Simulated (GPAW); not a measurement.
A run of GPAW 26.7.0 is set up as follows.

run.py

```python
from ase import Atoms
from ase.dft.bandgap import bandgap
from ase.io import write
from ase.units import GPa
from gpaw import GPAW, PW

atoms = Atoms(['Ge', 'Ge', 'Ge', 'Ga'],
              cell=[[0.0, 3.387167, 3.387167],
                    [3.387167, 0.0, 3.387167],
                    [3.387167, 3.387167, 0.0]],
              scaled_positions=[[0.5, 0.5, 0.5],
                                [0.75, 0.75, 0.75],
                                [0.25, 0.25, 0.25],
                                [0.0, 0.0, 0.0]],
              pbc=True)

calc = GPAW(mode=PW(450),
            xc='LDA',
            kpts={'size': (6, 6, 6), 'gamma': True},
            occupations={'name': 'fermi-dirac', 'width': 0.05},
            nbands=18,
            maxiter=120,
            txt='gpaw.txt')
atoms.calc = calc
energy = atoms.get_potential_energy()
forces = atoms.get_forces()
stress = atoms.get_stress()
calc.write('gs.gpw')
write('result.traj', atoms)
print(f'Energy: {energy:.6f} eV')
print('Forces (eV/A):')
print(forces.round(4))
print('Stress (GPa):', (stress / GPa).round(3))
print('Fermi level:', round(calc.get_fermi_level(), 4), 'eV')
print(f'Gap: {bandgap(calc)[0]:.4f} eV, direct: {bandgap(calc, direct=True)[0]:.4f} eV')
```

Potentials or basis: the program's PAW data sets (release 1.2.1) made for this functional, pw.

Command:

```bash
$ OMP_NUM_THREADS=1 python run.py
```

Question: Predict the band gap on the k mesh.

Answer: None (metal or under the smearing width).

Question: Estimate the pressure.

Answer: -4.7 GPa.

Caveat: the cutoff is short for stress and forces, so pressures can be off by a GPa or more.
